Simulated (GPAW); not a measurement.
An input for GPAW 26.7.0 (WS):

Contents of run.py:

```python
import numpy as np
from ase.calculators.mixing import SumCalculator
from ase.dft.bandgap import bandgap
from ase.io import read, write
from dftd3.ase import DFTD3
from gpaw import GPAW, PW

atoms = read('POSCAR')
atoms.pbc = (True, True, False)

calc = GPAW(mode=PW(200),
            xc='MGGA_X_REVTPSS+MGGA_C_REVTPSS',
            kpts={'size': (10, 10, 1), 'gamma': True},
            occupations={'name': 'fermi-dirac', 'width': 0.05},
            nbands=58,
            convergence={'density': 1e-05, 'energy': 1e-05},
            eigensolver='davidson',
            maxiter=75,
            poissonsolver={'dipolelayer': 'xy'},
            txt='gpaw.txt')
atoms.calc = SumCalculator([calc, DFTD3(method='revtpss', damping='d3zero')])
energy = atoms.get_potential_energy()
forces = atoms.get_forces()
calc.write('gs.gpw')
write('result.traj', atoms)
print(f'Energy: {energy:.6f} eV')
print('Forces (eV/A):')
print(forces.round(4))
print('Fermi level:', round(calc.get_fermi_level(), 4), 'eV')
print(f'Gap: {bandgap(calc)[0]:.4f} eV, direct: {bandgap(calc, direct=True)[0]:.4f} eV')

v = calc.get_electrostatic_potential().mean(axis=(0, 1))
z = np.arange(len(v)) * atoms.cell[2, 2] / len(v)
ef = calc.get_fermi_level()
np.savetxt('planar.dat', np.c_[z, v], fmt='%.4f')
below, above = np.interp([1.5, atoms.cell[2, 2] - 1.5], z, v) - ef
print(f'Work functions: bottom {below:.4f} eV, top {above:.4f} eV')
print('Dipole moment:', *calc.get_dipole_moment().round(5), 'e A')
```

File POSCAR:

```
WS
1.0
    3.1835163551      0.0000000000      0.0000000000
   -1.5917581776      2.7570060369      0.0000000000
    0.0000000000      0.0000000000     31.9505778900
W S W
1 2 1
Direct
    0.3333333300      0.6666666600      0.2347375383
    0.6666666700      0.3333333400      0.2835461018
    0.6666666700      0.3333333400      0.7164538982
    0.3333333300      0.6666666600      0.7652624617
```

Potentials or basis: GPAW PAW data sets (gpaw-data 1.2.1), pw.

Run with:

```sh
$ OMP_NUM_THREADS=1 python run.py
```

Problem. How does this run end?

Solution. The run stopped without a result. It printed:

gpaw.txt:

```text
__  _  _
 | _ |_)|_||  |
 |__||  | ||/\| - 26.7.0

Input parameters:
  mode=PW(ecut=200.0),
  convergence={'density': 1e-05, 'energy': 1e-05},
  eigensolver=Davidson(niter=2),
  kpts=MonkhorstPack(size=(10, 10, 1), gamma=True),
  maxiter=75,
[... 163 lines left out ...]
occupation numbers:
  Fermi-Dirac:
    width: 0.0500  # eV

<gpaw.new.pw.poisson.DipoleLayerPWPoissonSolver object>
xc functional:
  name: MGGA_X_REVTPSS+MGGA_C_REVTPSS with 2 nearest neighbor stencil

convergence criteria:
- Maximum integral of absolute [dens]ity change: 1e-05 electrons / valence electron
- Maximum [total energy] change in last 3 cyles: 1e-05 eV / valence electron
- Maximum integral of absolute [eigenst]ate change: 4e-08 eV^2 / valence electron
maximum number of iterations: 75
```

On the terminal:

```text
Traceback (most recent call last):
  File "run.py", line 22, in <module>
  File "ase/atoms.py", line 1971, in get_potential_energy
  File "abc.py", line 25, in get_potential_energy
  File "calculator.py", line 517, in get_property
  File "mixing.py", line 97, in calculate
  File "mixing.py", line 52, in get_properties
  File "mixing.py", line 33, in get_property
  File "new/ase_interface.py", line 241, in get_property
  File "new/ase_interface.py", line 215, in calculate_property
  File "new/ase_interface.py", line 177, in iconverge
  File "new/calculation.py", line 252, in iconverge
  File "new/scf.py", line 87, in iterate
  File "new/ibzwfs.py", line 204, in calculate_occs
  File "new/smearing.py", line 75, in calculate
  File "occupations.py", line 183, in calculate
  File "occupations.py", line 325, in _calculate
  File "occupations.py", line 444, in findroot
AssertionError
```
